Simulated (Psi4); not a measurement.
# AlPNH4OF (SMILES [NH2][Al]([F])[PH]O): a chain of runs

We compute a geometry optimisation (r2SCAN-D4/def2-SVP), then the harmonic vibrations of AlPNH4OF. 

Program for the calculation: Psi4 1.11.

## Step 1: The structure to begin with

The species is AlPNH4OF (9 atoms), meant as a singlet with charge 0. As SMILES, `[NH2][Al]([F])[PH]O`. The shape is that of a PBE0-D4/def2-TZVP optimisation. This is one conformer, not always the lowest. The run starts from this shape.

Bond lengths: N1–Al2 1.755 Å, Al2–F3 1.652 Å, Al2–P4 2.334 Å, P4–O5 1.677 Å, N1–H6 1.007 Å, N1–H7 1.006 Å, P4–H8 1.430 Å, O5–H9 0.960 Å. Angles: N1–Al2–F3 119.8°, N1–Al2–P4 121.0°, F3–Al2–P4 119.0°, Al2–P4–O5 96.2°, Al2–N1–H6 122.5°, Al2–N1–H7 126.3°, Al2–P4–H8 92.8°, O5–P4–H8 100.3°, P4–O5–H9 109.0°, H6–N1–H7 111.1°.

## Step 2: A geometry optimisation at r2SCAN-D4/def2-SVP (density fitting) (run 1)

Input file input.dat:

```
memory 1600 mb

molecule molecule1 {
  0 1
  N      1.489200     1.004600    -0.185800
  Al     0.882400    -0.572900     0.285200
  F      1.905300    -1.677400     0.966000
  P     -1.322700    -1.196100    -0.158400
  O     -1.889900     0.351100    -0.471500
  H      0.893900     1.722700    -0.565900
  H      2.431700     1.338900    -0.072400
  H     -1.643200    -1.310200     1.230300
  H     -2.658100     0.293000    -1.044600
  units angstrom
}

set basis def2-SVP
set geom_maxiter 60

result, w = optimize("r2scan-d4", return_wfn=True)
print_variables()
```

Run with:

```console
psi4 -n 1 input.dat output.dat
```

output.dat:

```text
[...]
  Running in c1 symmetry.
[...]
  Nuclear repulsion =  276.151258003395128
[...]
  Multiplicity = 1
[...]
  Nalpha       = 28
  Nbeta        = 28
[...]
    Number of basis functions: 98
[...]
   @DF-RKS iter   1:  -815.12462015277060   -2.36162e-01   1.10630e-02 DIIS/ADIIS
[...]
   @DF-RKS iter   8:  -815.60617798968747    2.27374e-13   3.96048e-09 DIIS
[...]
    Orbital Energies [Eh]
    ---------------------
    Doubly Occupied:
       1A    -76.762512     2A    -55.759883     3A    -24.443153
       4A    -18.974047     5A    -14.147313     6A     -6.488158
       7A     -4.639100     8A     -4.634240     9A     -4.631196
      10A     -4.074634    11A     -2.618631    12A     -2.613835
      13A     -2.611428    14A     -1.063194    15A     -0.961609
      16A     -0.778951    17A     -0.585966    18A     -0.448177
      19A     -0.439462    20A     -0.412869    21A     -0.370446
      22A     -0.367907    23A     -0.350687    24A     -0.346848
      25A     -0.331198    26A     -0.252904    27A     -0.233205
      28A     -0.216551
[...]
  @DF-RKS Final Energy:  -815.60617798968747
   => Energetics <=
    Nuclear Repulsion Energy =            275.2678869033447313
    One-Electron Energy =               -1678.2221251615135316
    Two-Electron Energy =                 656.6731818797677533
    DFT Exchange-Correlation Energy =     -69.3234398765342377
    Empirical Dispersion Energy =          -0.0016817347522265
    VV10 Nonlocal Energy =                  0.0000000000000000
    Total Energy =                       -815.6061779896874668
[...]
 Multipole Moments:
 ------------------------------------------------------------------------------------
     Multipole            Electronic (a.u.)      Nuclear  (a.u.)        Total (a.u.)
 ------------------------------------------------------------------------------------
 L = 1.  Multiply by 2.5417464519 to convert [e a0] to [Debye]
 Dipole X            :          2.1958763           -2.5544922           -0.3586158
 Dipole Y            :         -5.1579995            5.8808890            0.7228895
 Dipole Z            :          1.1860812           -1.5744997           -0.3884185
 Magnitude           :                                                    0.8955688
[...]
  -Total Gradient:
     Atom            X                  Y                   Z
    ------   -----------------  -----------------  -----------------
       1       -0.000004195702     0.000243423257    -0.000015109003
       2        0.000096081024     0.000032271493     0.000036501414
       3       -0.000037534632     0.000174941219    -0.000117444954
       4       -0.000004152699     0.000033263610     0.000021020092
       5        0.000024926978     0.000137008930     0.000099781977
       6       -0.000053174073     0.000135303885    -0.000027979363
       7        0.000074872110     0.000096415024    -0.000016534681
       8        0.000049385483     0.000127017503     0.000099560182
       9       -0.000048436257     0.000173156426     0.000088329367
[...]
    Final optimized geometry and variables:
    Molecular point group: c1
    Full point group: C1
    Geometry (in Angstrom), charge = 0, multiplicity = 1:
    N            1.342859161430     1.571407665372    -0.283017664041
    AL           0.799398578305    -0.034630817790     0.192825700300
    F            1.863495176899    -1.145024019895     0.843092209884
    P           -1.421685608700    -0.627193599837    -0.227954744799
    O           -1.893731698936     0.975563000416    -0.583164805699
    H            0.685948694499     2.260497900994    -0.639766036549
    H            2.272115931331     1.971219639841    -0.204348899320
    H           -1.754490696929    -0.692023585186     1.173170039244
    H           -2.643867487008     0.931301626611    -1.191045189886
  Variable Map:
[...]
```

Standard output:

```text
Optimizer: Optimization complete!
```

Run time: 65 s. Hardware: 1 thread of Intel Xeon 6975P-C (Granite Rapids), shared host; peak memory 1.3 GiB.

Steps, from the record of the run:

```csv
step,energy from the first frame kept (eV),largest force (eV/Å)
0,0.0000,0.6770
1,-0.0197,0.2540
2,-0.0226,0.0967
3,-0.0236,0.0477
4,-0.0242,0.0456
5,-0.0245,0.0380
6,-0.0248,0.0237
7,-0.0249,0.0125
```

After the run. Bond lengths: N1–Al2 1.761 Å, Al2–F3 1.670 Å, Al2–P4 2.337 Å, P4–O5 1.708 Å, N1–H6 1.017 Å, N1–H7 1.015 Å, P4–H8 1.442 Å, O5–H9 0.967 Å. Angles: N1–Al2–F3 121.0°, N1–Al2–P4 118.4°, F3–Al2–P4 120.5°, Al2–P4–O5 93.6°, Al2–N1–H6 120.9°, Al2–N1–H7 128.4°, Al2–P4–H8 93.2°, O5–P4–H8 100.4°, P4–O5–H9 107.6°, H6–N1–H7 110.6°.

## Step 3: The harmonic vibrations at r2SCAN-D4/def2-SVP (density fitting) (run 2)

Input file job.inp:

```
memory 1.6 GB

molecule geom {
  0 1
  N
  Al 1 1.761004
  F 2 1.669767 1 121.00034
  P 2 2.336965 3 120.47579 1 176.19989
  O 4 1.708165 2 93.56449 3 170.97255
  H 1 1.016683 2 120.90079 3 -177.22554
  H 1 1.014671 6 110.60221 2 -176.57248
  H 4 1.441566 5 100.39964 6 102.77569
  H 5 0.96653 4 107.59539 8 -113.60893
}

set globals {
  t 298.15
  rotational_symmetry_number 1
}

result, w = freq('r2scan-d4/def2-SVP', return_wfn=True)
```

Run with:

```console
psi4 job.inp job.out -n 1
```

job.out, shortened:

```text
[...]
  Running in c1 symmetry.
[...]
  Nuclear repulsion =  275.267890469824749
[...]
  Multiplicity = 1
[...]
  Nalpha       = 28
  Nbeta        = 28
[...]
    Number of basis functions: 98
[...]
   @DF-RKS iter   1:  -815.12779171290128   -2.89139e-01   1.10132e-02 DIIS/ADIIS
[...]
   @DF-RKS iter  13:  -815.60617734620200   -1.05729e-11   6.91639e-09 DIIS
[...]
  @DF-RKS Final Energy:  -815.60617734620200
   => Energetics <=
    Nuclear Repulsion Energy =            275.2617214764870255
    One-Electron Energy =               -1678.2096174362918646
    Two-Electron Energy =                 656.6666880784572413
    DFT Exchange-Correlation Energy =     -69.3232877414578894
    Empirical Dispersion Energy =          -0.0016817233966083
    VV10 Nonlocal Energy =                  0.0000000000000000
    Total Energy =                       -815.6061773462020028
[...]
 Multipole Moments:
[...]
  -Total Gradient:
     Atom            X                  Y                   Z
    ------   -----------------  -----------------  -----------------
       1        0.000073738109     0.000065756573    -0.000223124360
       2       -0.000002438968    -0.000103888448    -0.000051583236
       3       -0.000035805149     0.000107355463    -0.000179655568
       4       -0.000082397029    -0.000061861154    -0.000106462085
       5       -0.000064999069     0.000249334352    -0.000038529989
       6        0.000029859807     0.000088385510    -0.000115855800
       7        0.000004490095    -0.000043114520    -0.000116009604
       8        0.000339041127    -0.000098748165     0.000065725418
       9        0.000266069984    -0.000081326219    -0.000269210321
[...]
  ==> Harmonic Vibrational Analysis <==
[...]
  Freq [cm^-1]                 65.1067             77.2489             173.3923
[...]
  IR activ [km/mol]             0.5094              1.5108              2.7641
[...]
  Freq [cm^-1]                 185.8744            213.4339            265.3988
[...]
  IR activ [km/mol]            12.0849             11.8077             101.7950
[...]
  Freq [cm^-1]                 595.5789            627.2371            750.5206
[...]
  IR activ [km/mol]             5.2134             54.0493             105.4178
[...]
  Freq [cm^-1]                 795.1954            913.3592            923.6959
[...]
  Freq [cm^-1]                1088.7233           1508.2599           2292.4527
[...]
  Freq [cm^-1]                3581.6460           3681.9508           3830.3944
[...]
```

On the terminal:

```text
Warning: used thermodynamics relations inappropriate for low-frequency modes: ['65.1067' '77.2489' '173.3923' '185.8744' '213.4339' '265.3988'
 '383.6647' '409.3405' '438.8424' '595.5789']
```

Run time: 8.3 min. Hardware: 1 thread of Intel Xeon 6975P-C (Granite Rapids), shared host; peak memory 1.3 GiB.

## Step 4: Outcome

```
                                                                            quantity             value
                                  run 1, r2SCAN-D4/def2-SVP: total energy at the end     -815.60618 Eh
                                            run 1, r2SCAN-D4/def2-SVP: dipole moment            2.28 D
                                              run 1, r2SCAN-D4/def2-SVP: HOMO energy          -5.89 eV
                                              run 1, r2SCAN-D4/def2-SVP: LUMO energy          -1.01 eV
                                            run 1, r2SCAN-D4/def2-SVP: HOMO–LUMO gap           4.88 eV
                                        run 1, r2SCAN-D4/def2-SVP: dispersion energy      -4.42 kJ/mol
                               run 2, r2SCAN-D4/def2-SVP: lowest harmonic wavenumber           65 cm⁻¹
                              run 2, r2SCAN-D4/def2-SVP: highest harmonic wavenumber         3830 cm⁻¹
                                        run 2, r2SCAN-D4/def2-SVP: zero-point energy      136.4 kJ/mol
run 2, r2SCAN-D4/def2-SVP: ideal-gas entropy at 298.15 K (symmetry number 1 as used)  88.7 cal/(mol K)
```

In words: The optimisation (run 1, r2SCAN-D4/def2-SVP) took 8 steps and changed the energy by -0.025 eV. All 21 modes (run 2, r2SCAN-D4/def2-SVP) are real, so the shape is a minimum at this level.
